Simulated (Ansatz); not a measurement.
# GdO (P-6m2) in Ansatz: further runs, part 2 of 2

Ansatz 0.2.0. The steps go on from the part before.

## 4. Band structure, LDA+U, collinear spin, ferromagnetic start

File input.yaml:

```yaml
crystal:
  lattice:
    - [3.11329958, 0.0, 0.0]
    - [-1.55664979, 2.69619652, 0.0]
    - [0.0, 0.0, 3.03842614]
  atoms:
    - { symbol: Gd, position: [0.0, 0.0, 0.0], spin: 7.0 }
    - { symbol: O, position: [0.6666666667, 0.3333333333, 0.5] }
hamiltonian:
  xc: lda
  pseudopotentials: { kind: paw }
  hubbard: { sites: [{ species: Gd, l: f, u_eff: 4.0 }] }
magnetization:
  spin_polarized: true
kpoints:
  mp_grid: { grid: [10, 10, 9] }
  band_path:
    path:
      - [[0.0, 0.0, 0.0], [0.5, 0.0, 0.0], [0.3333333333, 0.3333333333, 0.0], [0.0, 0.0, 0.0], [0.0, 0.0, 0.5], [0.5, 0.0, 0.5], [0.3333333333, 0.3333333333, 0.5], [0.0, 0.0, 0.5]]
      - [[0.5, 0.0, 0.5], [0.5, 0.0, 0.0]]
      - [[0.3333333333, 0.3333333333, 0.0], [0.3333333333, 0.3333333333, 0.5]]
    npoints: 14
scf:
  occupations: { method: fermi_dirac, width: 0.05 }
  n_extra_bands: 6
output:
  forces: true
  stress: true
  eigenvalues: true
  fatbands: true
```

Potentials or basis: Ansatz PAW.

On the command line:

```console
$ ansatz run input.yaml --threads 2 --pin off --max-ram 5632MiB --backend cpu --events-out ev --progress --plain --runs-dir out
```

Log:

```text
Warning: the band count 18 (scf.n_extra_bands) hosts the net moment |M| = 7.0000 μB (N_el = 24) but caps the reachable moment at 2·n_bands − N_el = 12.0000 μB, below the 20 bands that the automatic rule leaves for it — a moment growing past the seed, or the majority channel's smearing tail, pins there with fewer empty majority states than that count leaves; raise or omit scf.n_extra_bands unless the cap is intended
Warning: RAYON_NUM_THREADS=2 ignored (pool sized by the plan → 2); use --threads N
Gd: projections on atomic orbitals take those of the free atom [Kr 4d10] 4f7 5s2 5p6 5d1 6s2, of charge +0.00 (hamiltonian.pseudopotentials.projection_atoms); the dataset's partial waves leave at most 2.5e-4 of an orbital's norm unspanned inside its sphere
O: projections on atomic orbitals take those of the free atom [He] 2s2 2p4, of charge +0.00 (hamiltonian.pseudopotentials.projection_atoms); the dataset's partial waves leave at most 1.9e-8 of an orbital's norm unspanned inside its sphere
scf.n_extra_bands = 6 over 12 filled bands (N_el = 24.0): the run solves 18 bands
Engine: ansatz 0.2.0, aarch64-unknown-linux-gnu
Pseudopotentials: kind: paw
Pseudopotential: Gd, paw, valence charge 18, recommended cutoff 420 eV (normal), Gd.paw.azcp
Pseudopotential: O, paw, valence charge 6, recommended cutoff 420 eV (normal), O.paw.azcp
Functional definition: SPW92
[... 67 lines left out ...]
  max |Σ_I F_I| component: 2.41e-16 eV/Å
--- Stress (GPa, compression-positive) ---
       20.940559       0.000000      -0.000000
        0.000000      20.940559      -0.000000
       -0.000000      -0.000000      18.371173
  P = ⅓ Tr σ = 20.0841 GPa (200.841 kbar)
--- Band table (eV; the first three rows and the last of 140) ---
  k-point 0 ↑: bands = ["-25.8173", "-2.6008", "-2.3919", "-2.3919", "-0.5549", "12.5736", "12.6716", "12.7220", "12.7220", "12.8781", "12.8781", "13.0618", "14.3594", "14.3594", "15.6333", "16.8732", "20.4663", "23.1217"]
  k-point 1 ↑: bands = ["-25.7954", "-3.1986", "-2.3681", "-2.3681", "-0.0021", "12.5081", "12.6632", "12.6667", "12.6667", "12.8875", "12.8875", "13.0621", "14.4710", "14.4710", "14.9109", "17.6880", "20.9605", "22.6924"]
  k-point 2 ↑: bands = ["-25.7395", "-4.1825", "-2.3073", "-2.3073", "0.8827", "12.2645", "12.5336", "12.5336", "12.6870", "12.9372", "12.9372", "13.0626", "13.9032", "14.7122", "14.7122", "19.0972", "21.8856", "21.8856"]
  k-point 69 ↓: bands = ["-22.3013", "-1.9424", "-1.7457", "-1.2050", "0.0246", "11.8753", "14.0315", "15.3643", "21.4365", "21.5983", "21.6950", "21.8193", "21.9433", "22.0555", "22.0640", "22.8377", "24.7053", "25.9618"]
Occupation matrices written to <dir>
```

fatbands.tsv:

```text
# ik	k_distance	band	e_minus_ef_up	e_minus_ef_dn	gd0_l0_5S_up	gd0_l0_5S_dn	gd0_l0_6S_up	gd0_l0_6S_dn	gd0_l1_5P_up	gd0_l1_5P_dn	gd0_l2_5D_up	gd0_l2_5D_dn	gd0_l3_4F_up	gd0_l3_4F_dn	o1_l0_2S_up	o1_l0_2S_dn	o1_l1_2P_up	o1_l1_2P_dn
# projection_atom_Gd: [Kr 4d10] 4f7 5s2 5p6 5d1 6s2
[... 1257 lines left out ...]
68	5.216062	16	2.732562	3.789595	0.000000	0.000000	0.000000	0.000000	0.006875	0.006272	0.588318	0.513797	0.001883	0.163755	0.159653	0.154227	0.203688	0.135831
68	5.216062	17	6.451308	7.491264	0.000000	0.000000	0.000000	0.000000	0.000000	0.000000	0.738711	0.758190	0.000385	0.006818	0.000000	0.000000	0.252061	0.226724
69	5.299290	0	-45.160740	-42.125979	0.904560	0.907392	0.070100	0.064441	0.0
```

Wall time 12 s (2 threads of Arm Neoverse V1, shared host); peak memory 0.4 GiB.

What came out:

| Item | Value |
| --- | --- |
| Free energy | -9684.6511 eV |
| Pressure | 20.1 GPa |
| Band gap on the k mesh | none (metal or under the smearing width) |
| Net moment | 7.43 μB per cell |
| Absolute moment | 7.48 μB per cell |
| Site moments | Gd +6.98; O -0.01 μB |

Levels at the corners of the path, in eV from the Fermi level:
Spin up:
| point | band 14 | band 15 | band 16 | band 17 | band 18 |
| --- | --- | --- | --- | --- | --- |
| Γ | -5.43 | -4.16 | -2.92 | 0.67 | 3.33 |
| M | -5.63 | -4.33 | -2.40 | 3.37 | 5.20 |
| K | -5.52 | -5.10 | 0.38 | 1.94 | 2.72 |
| Γ | -5.43 | -4.16 | -2.92 | 0.67 | 3.33 |
| A | -4.76 | -4.76 | 1.28 | 1.28 | 1.57 |
| L | -6.22 | -5.92 | 0.49 | 2.80 | 6.57 |
| H | -6.14 | -4.57 | 1.28 | 4.03 | 5.09 |
| A | -4.76 | -4.76 | 1.28 | 1.28 | 1.57 |
| L | -6.22 | -5.92 | 0.49 | 2.80 | 6.57 |
| M | -5.63 | -4.33 | -2.40 | 3.37 | 5.20 |
| K | -5.52 | -5.10 | 0.38 | 1.94 | 2.72 |
| H | -6.14 | -4.57 | 1.28 | 4.03 | 5.09 |
Spin down:
| point | band 6 | band 7 | band 8 | band 9 | band 10 | band 11 |
| --- | --- | --- | --- | --- | --- | --- |
| Γ | -5.46 | -5.46 | -4.50 | -1.84 | 0.45 | 2.05 |
| M | -7.18 | -6.08 | -4.74 | -1.40 | 1.84 | 1.88 |
| K | -6.74 | -6.19 | -5.44 | 1.07 | 1.49 | 1.63 |
| Γ | -5.46 | -5.46 | -4.50 | -1.84 | 0.45 | 2.05 |
| A | -7.66 | -5.43 | -5.43 | 1.02 | 1.81 | 2.19 |
| L | -6.50 | -6.35 | -6.04 | 1.45 | 1.76 | 1.93 |
| H | -8.06 | -5.69 | -4.31 | 1.77 | 1.81 | 1.84 |
| A | -7.66 | -5.43 | -5.43 | 1.02 | 1.81 | 2.19 |
| L | -6.50 | -6.35 | -6.04 | 1.45 | 1.76 | 1.93 |
| M | -7.18 | -6.08 | -4.74 | -1.40 | 1.84 | 1.88 |
| K | -6.74 | -6.19 | -5.44 | 1.07 | 1.49 | 1.63 |
| H | -8.06 | -5.69 | -4.31 | 1.77 | 1.81 | 1.84 |

Eigenvalues of the final occupation matrices:
```csv
site,spin,trace,eigenvalues
site 1,1,6.99,1.00 1.00 1.00 1.00 1.00 1.00 1.00
site 1,2,0.06,0.00 0.01 0.01 0.01 0.01 0.01 0.01
```

Caveat: the magnetic or orbital state may not be the lowest; the pressure holds a Pulay correction of +0.7 GPa for the finite cutoff; spin-orbit coupling is left out, which moves the levels of the heavy elements; a cell with one magnetic atom can't hold antiferromagnetic order, which such compounds often take; the PAW data sets come from PBE, with cores solved anew for the run's functional, which leaves a small shift of forces and pressure. The state reached can hang on the start; a lower one may exist.

## 5. The runs side by side

```tsv
U	gap on the mesh (eV)	pressure (GPa)	moment (μB)
Gd f U = 2 eV	none	18.6	7.30
Gd f U = 3 eV	none	19.4	7.38
Gd f U = 4 eV	none	20.1	7.43
```

Alike in all rows: task band structure; level LDA+U; potentials or basis Ansatz PAW; spin collinear, ferromagnetic start; cell as given; k mesh 10 × 10 × 9; cutoff (eV) 420; smearing fermi-dirac 0.05 eV.

Every run on the cell as given and a fine mesh finds a metal.

Caveats: the magnetic or orbital state may not be the lowest; spin-orbit coupling is left out, which moves the levels of the heavy elements; a cell with one magnetic atom can't hold antiferromagnetic order, which such compounds often take; the PAW data sets come from PBE, with cores solved anew for the run's functional, which leaves a small shift of forces and pressure.

Absolute energies hang on the potentials; compare differences alone.
